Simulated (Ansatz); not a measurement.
**C2H5ClGa radical: small, medium and large basis sets**

An exercise on one series of results from a longer session: the logs are not shown, and one member is left open.

Computed with Ansatz 0.2.0, Gaussian basis. Level: one geometry, several basis sets.

The runs, in order: PBE0-D4/def2-SVP; ωB97M-V/def2-SVP; PBE0-D4/def2-QZVPP; ωB97M-V/def2-QZVPP; the functionals' def2-TZVPP values are taken from earlier runs.

### The geometry

The geometry comes from an earlier relaxation with PBE0-D4 in a triple-zeta def2 set; it is a stationary point, not always the lowest conformer.

SMILES `C[CH2][Ga][Cl]`, 9 atoms, charge 0, spin multiplicity 2.

Atoms are counted from 1 here; the program's logs count them from 0.

Bond lengths: C1–C2 1.518 Å, C1–H5 1.092 Å, C1–H6 1.095 Å, C1–H7 1.091 Å, C2–Ga3 2.028 Å, C2–H8 1.094 Å, C2–H9 1.093 Å, Ga3–Cl4 2.190 Å. Angles: C2–C1–H5 111.9°, C2–C1–H6 110.6°, C2–C1–H7 111.9°, H5–C1–H6 107.5°, H5–C1–H7 107.0°, H6–C1–H7 107.7°, C1–C2–Ga3 113.0°, C1–C2–H8 112.6°, C1–C2–H9 112.8°, Ga3–C2–H8 104.9°, Ga3–C2–H9 106.0°, H8–C2–H9 107.0°, C2–Ga3–Cl4 114.6°.

Set-up of the first run:

Input file in.yaml:

```yaml
crystal:
  periodic: [false, false, false]
  atoms:
    - {symbol: C, position_ang: [-0.585562, 0.732815, 0.049093]}
    - {symbol: C, position_ang: [0.348717, -0.242324, 0.741382]}
    - {symbol: Ga, position_ang: [1.087941, -1.655439, -0.511175]}
    - {symbol: Cl, position_ang: [0.640513, -1.319635, -2.628494]}
    - {symbol: H, position_ang: [-1.459608, 0.231622, -0.371521]}
    - {symbol: H, position_ang: [-0.947537, 1.487861, 0.755347]}
    - {symbol: H, position_ang: [-0.091825, 1.256417, -0.771434]}
    - {symbol: H, position_ang: [1.230957, 0.249044, 1.163203]}
    - {symbol: H, position_ang: [-0.135095, -0.786761, 1.556599]}
basis:
  gaussian: {orbitals: def2-SVP}
magnetization: {spin_polarized: true, initial_magnetization: 1}
hamiltonian: {xc: pbe0, dispersion: d4}
output: {orbitals: {seedname: orbitals}}
```

Started as:

```
> ansatz run in.yaml --threads 4 --pin off --events-out ev --progress --plain --max-ram 10444MiB
```

Among the steps run: PBE0-D4 in def2-SVP; ωB97M-V in def2-SVP; PBE0-D4 in def2-QZVPP; ωB97M-V in def2-QZVPP.

One table of the session follows, with a row left open; its other results are not shown here.

It belongs to the step «Density functionals: the series». 

| functional | basis | HOMO (eV) | LUMO (eV) |
| --- | --- | --- | --- |
| PBE0-D4 | def2-SVP | -5.76 | -2.75 |
| PBE0-D4 | def2-TZVPP | -5.83 | -2.81 |
| PBE0-D4 | def2-QZVPP | -5.86 | -2.86 |
| ωB97M-V | def2-SVP | -7.72 | -1.11 |
| ωB97M-V | def2-TZVPP | ? | ? |
| ωB97M-V | def2-QZVPP | -7.84 | -1.29 |

Q: Estimate the row for ωB97M-V, def2-TZVPP from the others.

As computed: HOMO (eV): -7.80; LUMO (eV): -1.19. In the column «HOMO (eV)» it lies between ωB97M-V, def2-QZVPP (-7.84) and ωB97M-V, def2-SVP (-7.72).
